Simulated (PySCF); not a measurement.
# H12O6Y ([Y(H2O)6]3+): the cost of one run

Computed with PySCF 2.14.0 and routines of our own; the level stands in each step. Atoms count from 0.

## Step 1: The starting structure

19 atoms, charge 3, multiplicity 1; geometry from: GFN2-xTB.

## Step 2: NMR shieldings: B3LYP/pcJ-1 Y:dyall-v2z, spin–orbit

Job settings and geometry (Å):

```
{"job": {"xc": "B3LYP", "basis": {"default": "pcJ-1", "Y": "dyall-v2z"}, "rel": "so", "kind": "hnmr"}, "charge": 3, "multiplicity": 1}
Y      0.000500    -0.000160    -0.000040
O      0.161210     0.162940     2.127850
H      0.143490     0.973320     2.676580
H      0.277150    -0.553350     2.785060
O     -0.158710    -0.164030    -2.127450
H     -0.259270     0.553370    -2.785800
H     -0.159080    -0.975660    -2.674230
O      2.127850     0.163700    -0.162990
H      2.785580     0.273250     0.553320
H      2.676070     0.147840    -0.973280
O     -2.127350    -0.158760     0.163460
H     -2.675350    -0.153240     0.974190
H     -2.784550    -0.267960    -0.553870
O     -0.164760     2.127340    -0.159710
H     -0.976630     2.673790    -0.155340
H      0.551410     2.786220    -0.264510
O      0.163050    -2.127860     0.159190
H     -0.553140    -2.783900     0.275290
H      0.972510    -2.676850     0.142280
```

With the program's defaults for keys left out, this is: B3LYP/pcJ-1 Y:dyall-v2z GIAO NMR shielding, X2C with spin-orbit coupling, screened-nuclear two-electron part, Gaussian nuclei, gas phase.

Command:

```console
$ OMP_NUM_THREADS=1 python heavy_run.py task.json out
```

This one command runs all jobs of the session in turn.

Q: Estimate the wall time and peak memory of this first job on 1 thread of Intel Xeon Platinum 8488C, shared host.

About 11 min, with a peak of 2.6 GiB.
